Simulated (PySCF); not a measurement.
# InCl with other numerical set-ups

The method stays; parts of the set-up, such as the basis or the Hamiltonian, are changed.

Method: each script names its method and basis; program: PySCF 2.14.0.

2 further runs of the same task are left out: 2 for a known fault of the program.

**1. Starting geometry**

InCl: 2 atoms, charge 0, spin multiplicity 1.

Bond lengths: In1–Cl2 2.478 Å.

**2. The base run**

File input.py:

```python
from pyscf import gto, scf, mp

mol = gto.M(
    atom='In 0 0 0; Cl 0 0 2.478',
    basis='lanl2dz',
    ecp={'In': 'lanl2dz', 'Cl': 'lanl2dz'},
    charge=0,
    spin=0,
    verbose=3,
)
mf = scf.RHF(mol)
mf.kernel()
mp.MP2(mf).kernel()
mf.dip_moment()
print('orbital energies (hartree):', mf.mo_energy[..., max(0, mol.nelec[1]-3):mol.nelec[0]+3].round(4))
```

Launch:

```sh
> OMP_NUM_THREADS=1 python input.py
```

Its log is not repeated here.

It gives: E(SCF) = -16.584186 Eh, E(MP2) − E(SCF) = -0.05334 Eh, μ = 4.91 D (of the SCF density).

The bond length is a typed value, not an optimised one.

**3. X2c-svpall (core potential off, X2C on)**

Variant 1 changes basis set: lanl2dz → x2c-svpall; core potential: on → off; spin-free X2C: off → on. The core potential changes with it: totals don't compare.

File input.py:

```python
from pyscf import gto, scf, mp

mol = gto.M(
    atom='In 0 0 0; Cl 0 0 2.478',
    basis='x2c-svpall',
    charge=0,
    spin=0,
    verbose=3,
)
mf = scf.RHF(mol)
mf = mf.sfx2c1e()
mf.kernel()
mp.MP2(mf).kernel()
mf.dip_moment()
print('orbital energies (hartree):', mf.mo_energy[..., max(0, mol.nelec[1]-3):mol.nelec[0]+3].round(4))
```

Launch:

```sh
> OMP_NUM_THREADS=1 python input.py
```

**4. Def2-svpd**

Variant 2 changes basis set: lanl2dz → def2-svpd. The core potential changes with it: totals don't compare.

Changes to input.py since step 2:

```diff
@@ -4,4 +4,4 @@
     atom='In 0 0 0; Cl 0 0 2.478',
-    basis='lanl2dz',
-    ecp={'In': 'lanl2dz', 'Cl': 'lanl2dz'},
+    basis='def2-svpd',
+    ecp={'In': 'def2-svpd'},
     charge=0,
```

What does the calculation give? Wanted: for each run, E(SCF); from base; gap; SCF dipole; after the SCF.

The runs gave:

| run | E(SCF) (hartree) | from base (eV) | gap (eV) | SCF dipole (D) | functions | after the SCF |
| --- | --- | --- | --- | --- | --- | --- |
| base | -16.584186 | 0 | n/a | 4.91 | 16 | MP2 correlation -1.452 eV |
| x2c-svpall (core potential off, X2C on) | -6338.560597 | not comparable | 9.89 | 3.77 | 54 | MP2 correlation -5.699 eV |
| def2-svpd | -648.659561 | not comparable | n/a | 4.13 | 59 | MP2 correlation -6.468 eV |

What this shows: Total energies from different bases, Hamiltonians or methods carry different errors, so properties are taken as differences within one set-up.
